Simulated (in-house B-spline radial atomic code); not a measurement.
# Tm⁴⁶⁺: excited configurations in jj coupling

How much energy does it take to promote electrons of Tm⁴⁶⁺ to other shells? Each configuration is solved by itself and compared with the reference.

Method: Dirac-Hartree-Fock, average of configuration, Fermi nucleus, basis-set limit. Code: in-house B-spline radial atomic code version 1.

### 1 The atom as given

* element: thulium (Z = 69)
* charge: +46
* electrons: 23
* configuration: 1s2 2s2 2p6 3s2 3p6 3d-4 3d+1
* Hamiltonian: Dirac-Coulomb
* nucleus: Fermi, rms radius 5.226 fm

In configurations, a minus sign after the shell means j = l − 1/2 and a plus sign j = l + 1/2; the count of electrons follows.

Settings of the run:

```ini
Z = 69
electrons = 23.0
configuration = 1s2 2s2 2p6 3s2 3p6 3d-4 3d+1
hamiltonian = dirac
method = hf
spin_polarised = False
nucleus = fermi
rms_radius = 5.2256
mass_number = 169
atomic_mass = 168.934218956
speed_of_light = 137.035999084
```

This reference run was done before. Its total energy is -11841.788804 hartree, and its levels are (the highest eight at most):

| orbital | occupation | energy (eV) | <r> (bohr) |
| --- | --- | --- | --- |
| 2s1/2 | 2 | -12820.1 | 0.08375 |
| 2p1/2 | 2 | -12347.0 | 0.06978 |
| 2p3/2 | 4 | -11337.2 | 0.07687 |
| 3s1/2 | 2 | -4683.30 | 0.2104 |
| 3p1/2 | 2 | -4494.94 | 0.1995 |
| 3p3/2 | 4 | -4235.02 | 0.2115 |
| 3d3/2 | 4 | -3955.77 | 0.1834 |
| 3d5/2 | 1 | -3897.45 | 0.1871 |

### 2 Configuration 1s2 2s2 2p6 3s2 3p6 3d-1 3d+3 6f+1

Settings of the run:

```ini
Z = 69
electrons = 23.0
configuration = 1s2 2s2 2p6 3s2 3p6 3d-1 3d+3 6f+1
hamiltonian = dirac
method = hf
spin_polarised = False
nucleus = fermi
rms_radius = 5.2256
mass_number = 169
atomic_mass = 168.934218956
speed_of_light = 137.035999084
```

### 3 Configuration 1s2 2s2 2p6 3s2 3p-2 3p+3 3d+5 5d-1

Changes to the settings of step 2:

```diff
@@ -2,3 +2,3 @@
 electrons = 23.0
-configuration = 1s2 2s2 2p6 3s2 3p6 3d-1 3d+3 6f+1
+configuration = 1s2 2s2 2p6 3s2 3p-2 3p+3 3d+5 5d-1
 hamiltonian = dirac
```

### 4 1s2 2s2 2p6 3s2 3p-1 3p+4 3d-3 3d+2 5g-1

Changes to the settings of step 3:

```diff
@@ -2,3 +2,3 @@
 electrons = 23.0
-configuration = 1s2 2s2 2p6 3s2 3p-2 3p+3 3d+5 5d-1
+configuration = 1s2 2s2 2p6 3s2 3p-1 3p+4 3d-3 3d+2 5g-1
 hamiltonian = dirac
```

### 5 1s2 2s2 2p6 3s2 3p6 3d+4 5g+1

Changes to the settings of step 4:

```diff
@@ -2,3 +2,3 @@
 electrons = 23.0
-configuration = 1s2 2s2 2p6 3s2 3p-1 3p+4 3d-3 3d+2 5g-1
+configuration = 1s2 2s2 2p6 3s2 3p6 3d+4 5g+1
 hamiltonian = dirac
```

### 6 Run with 1s2 2s2 2p6 3s2 3p-2 3p+3 3d-2 3d+3 4s1

Changes to the settings of step 5:

```diff
@@ -2,3 +2,3 @@
 electrons = 23.0
-configuration = 1s2 2s2 2p6 3s2 3p6 3d+4 5g+1
+configuration = 1s2 2s2 2p6 3s2 3p-2 3p+3 3d-2 3d+3 4s1
 hamiltonian = dirac
```

### 7 Run with 1s2 2s2 2p6 3s2 3p6 3d+5

Changes to the settings of step 6:

```diff
@@ -2,3 +2,3 @@
 electrons = 23.0
-configuration = 1s2 2s2 2p6 3s2 3p-2 3p+3 3d-2 3d+3 4s1
+configuration = 1s2 2s2 2p6 3s2 3p6 3d+5
 hamiltonian = dirac
```

How far above the reference does each configuration lie (order and size, in eV)?

**Answer**, as computed:

| net move | configuration | energy above the reference (eV) | with Breit, QED, recoil (eV) | largest <r> (bohr) |
| --- | --- | --- | --- | --- |
| 4×3d3/2 → 4×3d5/2 | 1s2 2s2 2p6 3s2 3p6 3d+5 | 209.79 | 205.37 | 0.211 |
| 2×3d3/2, 3p3/2 → 2×3d5/2, 4s | 1s2 2s2 2p6 3s2 3p-2 3p+3 3d-2 3d+3 4s1 | 1983.30 | 1978.20 | 0.407 |
| 4×3d3/2 → 3×3d5/2, 5g9/2 | 1s2 2s2 2p6 3s2 3p6 3d+4 5g+1 | 2904.91 | 2898.16 | 0.579 |
| 4×3d3/2, 3p3/2 → 4×3d5/2, 5d3/2 | 1s2 2s2 2p6 3s2 3p-2 3p+3 3d+5 5d-1 | 3158.82 | 3149.98 | 0.674 |
| 3×3d3/2 → 2×3d5/2, 6f7/2 | 1s2 2s2 2p6 3s2 3p6 3d-1 3d+3 6f+1 | 3205.21 | 3199.13 | 0.990 |
| 3d3/2, 3p1/2 → 3d5/2, 5g7/2 | 1s2 2s2 2p6 3s2 3p-1 3p+4 3d-3 3d+2 5g-1 | 3332.57 | 3323.44 | 0.578 |

At the bottom stands 4×3d3/2 → 4×3d5/2 (209.79 eV), at the top 3d3/2, 3p1/2 → 3d5/2, 5g7/2 (3332.57 eV). These are averages over configurations, without correlation, not spectroscopic levels.
